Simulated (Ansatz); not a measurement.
# KIr3: the cost of one run

Computed with Ansatz 0.2.0 (DFT PBE, scalar-relativistic, plane waves, PAW, unless a step's input says otherwise).

### 1 Starting point

It takes space group P4/mmm (No. 123, tetragonal). The conventional cell has a = 4.203 Å, b = 4.203 Å, c = 4.160 Å, α = 90.00°, β = 90.00°, γ = 90.00°. Around K (site symmetry 4/mmm) lie 12 Ir at 2.96 to 2.97 Å. Around Ir (site symmetry mmm) lie 4 K at 2.96 Å and 8 Ir at 2.96 to 2.97 Å. Around Ir (site symmetry 4/mmm) lie 8 Ir at 2.96 Å and 4 K at 2.97 Å.

As a file:

```cif
data_structure
_symmetry_space_group_name_H-M 'P 1'
_symmetry_Int_Tables_number 1
_cell_length_a 4.2034
_cell_length_b 4.2034
_cell_length_c 4.1602
_cell_angle_alpha 90.000
_cell_angle_beta 90.000
_cell_angle_gamma 90.000
_cell_volume 73.50
loop_
_atom_site_label
_atom_site_type_symbol
_atom_site_fract_x
_atom_site_fract_y
_atom_site_fract_z
_atom_site_occupancy
K1 K 0.00000 0.00000 0.00000 1
Ir1 Ir 0.00000 0.50000 0.50000 1
Ir2 Ir 0.50000 0.00000 0.50000 1
Ir3 Ir 0.50000 0.50000 0.00000 1
```

This is candidate A: Cu3Pd type (P4/mmm, No. 123).

(A quick probe on a coarse mesh, which set the mesh and smearing, is not shown.)

### 3 Rough relaxation on the coarse mesh (candidate A)

input.yaml reads:

```yaml
crystal:
  lattice:
    - [4.2033916559, 0.0, 0.0]
    - [0.0, 4.2033916559, 0.0]
    - [0.0, 0.0, 4.1601866564]
  atoms:
    - { symbol: K, position: [0.0, 0.0, 0.0] }
    - { symbol: Ir, position: [0.0, 0.5, 0.5] }
    - { symbol: Ir, position: [0.5, 0.0, 0.5] }
    - { symbol: Ir, position: [0.5, 0.5, 0.0] }
basis:
  ecutwfc: 420
kpoints:
  mp_grid: { grid: [4, 4, 4] }
hamiltonian:
  xc: pbe
scf:
  occupations: { method: gaussian, width: 0.1 }
  lower_state_search: "off"
output:
  forces: true
  stress: true
  eigenvalues: true
relax:
  adjacent_minimum: "off"
  f_tol: 0.04
  max_steps: 70
  cell: { stress_tol: 0.4 }
```

On the command line:

```
> ansatz run input.yaml --threads 1 --pin off --max-ram 2560MiB --backend cpu --events-out ev --progress --plain --runs-dir out
```

What time and memory should one allow on 1 thread of Arm Neoverse V2, shared host?

About 11 s, with a peak of 0.34 GiB.
